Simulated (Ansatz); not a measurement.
**C₂H₈O₂Si₂: one species, many methods**

How much do the methods differ for C₂H₈O₂Si₂? The plan is to run it at one geometry with functionals of several rungs and with coupled cluster. The yardstick is the atomisation energy at the CCSD(T) limit.

Method: functionals in def2-TZVPP, the program's frozen cores in correlated methods; program: Ansatz 0.2.0, Gaussian basis.

Levels to be run: PBE-D4, r2SCAN-D4, PBE0-D4, B3LYP-D4, ωB97X-V, ωB97M-V, B2PLYP; CCSD(T)/def2-TZVPP; MP2/def2-QZVPP; extrapolation to the limit.

### Step 1. The relaxed structure

An earlier PBE0-D4 in a triple-zeta def2 set relaxation fixed the geometry.

SMILES `C=C[SiH](O)[SiH2]O`, 14 atoms, charge 0, spin multiplicity 1.

Atoms are counted from 1 here; the program's logs count them from 0.

Bond lengths: C1–C2 1.331 Å, C1–H7 1.087 Å, C1–H8 1.087 Å, C2–Si3 1.854 Å, C2–H9 1.090 Å, Si3–O4 1.659 Å, Si3–Si5 2.352 Å, Si3–H10 1.496 Å, O4–H11 0.958 Å, Si5–O6 1.660 Å, Si5–H12 1.496 Å, Si5–H13 1.494 Å, O6–H14 0.958 Å. Angles: C2–C1–H7 122.0°, C2–C1–H8 122.0°, H7–C1–H8 116.0°, C1–C2–Si3 123.5°, C1–C2–H9 118.5°, Si3–C2–H9 118.1°, C2–Si3–O4 107.4°, C2–Si3–Si5 111.3°, C2–Si3–H10 110.3°, O4–Si3–Si5 109.5°, O4–Si3–H10 108.6°, Si5–Si3–H10 109.8°, Si3–O4–H11 117.0°, Si3–Si5–O6 108.1°, Si3–Si5–H12 110.3°, Si3–Si5–H13 110.9°, O6–Si5–H12 110.7°, O6–Si5–H13 110.7° and more.

### Step 2. PBE-D4 (GGA)

Input file in.yaml:

```yaml
crystal:
  periodic: [false, false, false]
  atoms:
    - {symbol: C, position_ang: [-2.169105, -0.089927, 0.287286]}
    - {symbol: C, position_ang: [-1.429167, 1.015957, 0.302045]}
    - {symbol: Si, position_ang: [0.424293, 1.006424, 0.254673]}
    - {symbol: O, position_ang: [0.898766, 2.194088, -0.802195]}
    - {symbol: Si, position_ang: [1.248643, -1.070205, -0.479158]}
    - {symbol: O, position_ang: [0.662221, -2.244507, 0.536700]}
    - {symbol: H, position_ang: [-1.724489, -1.079920, 0.226052]}
    - {symbol: H, position_ang: [-3.253542, -0.057785, 0.347599]}
    - {symbol: H, position_ang: [-1.935431, 1.978616, 0.370074]}
    - {symbol: H, position_ang: [0.979187, 1.321006, 1.607651]}
    - {symbol: H, position_ang: [1.766312, 2.576301, -0.666294]}
    - {symbol: H, position_ang: [2.744594, -1.066302, -0.476685]}
    - {symbol: H, position_ang: [0.836985, -1.338581, -1.889552]}
    - {symbol: H, position_ang: [0.950724, -3.145165, 0.381795]}
basis:
  gaussian: {orbitals: def2-TZVPP}
hamiltonian: {xc: pbe, dispersion: d4}
output: {forces: true, orbitals: {seedname: orbitals}}
```

The run is started by

```sh
> ansatz run in.yaml --threads 2 --pin off --events-out ev --progress --plain --max-ram 22528MiB --backend cuda --devices 0, --max-vram 18GiB
```

After this run come: r2SCAN-D4 (meta-GGA); PBE0-D4 (hybrid); B3LYP-D4 (hybrid); ωB97X-V (range-separated); ωB97M-V (range-separated); B2PLYP (double hybrid); CCSD(T) in def2-TZVPP; MP2 in def2-QZVPP.

Q: Predict the results of all the runs planned. Wanted: atomisation energy, CCSD(T)/CBS; farthest; mean size of error, hybrid; mean size of error, range-separated; gap, smallest and largest; T1 diagnostic; triples share of the correlation energy.

As calculated:

| quantity | value |
| --- | --- |
| atomisation energy, CCSD(T)/CBS | 1260.6 kcal/mol |
| functionals within 6.3 kcal/mol (0.5 %) | r2SCAN-D4, B3LYP-D4, ωB97X-V, ωB97M-V |
| farthest | B2PLYP (-18.9 kcal/mol) |
| mean size of error, hybrid | 8.4 kcal/mol |
| mean size of error, range-separated | 1.1 kcal/mol |
| gap, smallest and largest | 4.48 eV (PBE-D4), 10.96 eV (ωB97X-V) |
| T1 diagnostic | 0.0121 |
| triples share of the correlation energy | 3.8 % |

PBE-D4 is off by +10.0 kcal/mol. Double hybrids carry the basis error of their MP2 part in triple zeta, and no dispersion term here, so their miss is partly the set-up's. Misses under about 6.3 kcal/mol are within the doubt on the reference itself, which lacks core-valence correlation, relativity and higher excitations. Hartree-Fock recovers 73 % of the binding; the rest is correlation. Orbital gaps span 4.5 to 11.0 eV; exact exchange widens them.
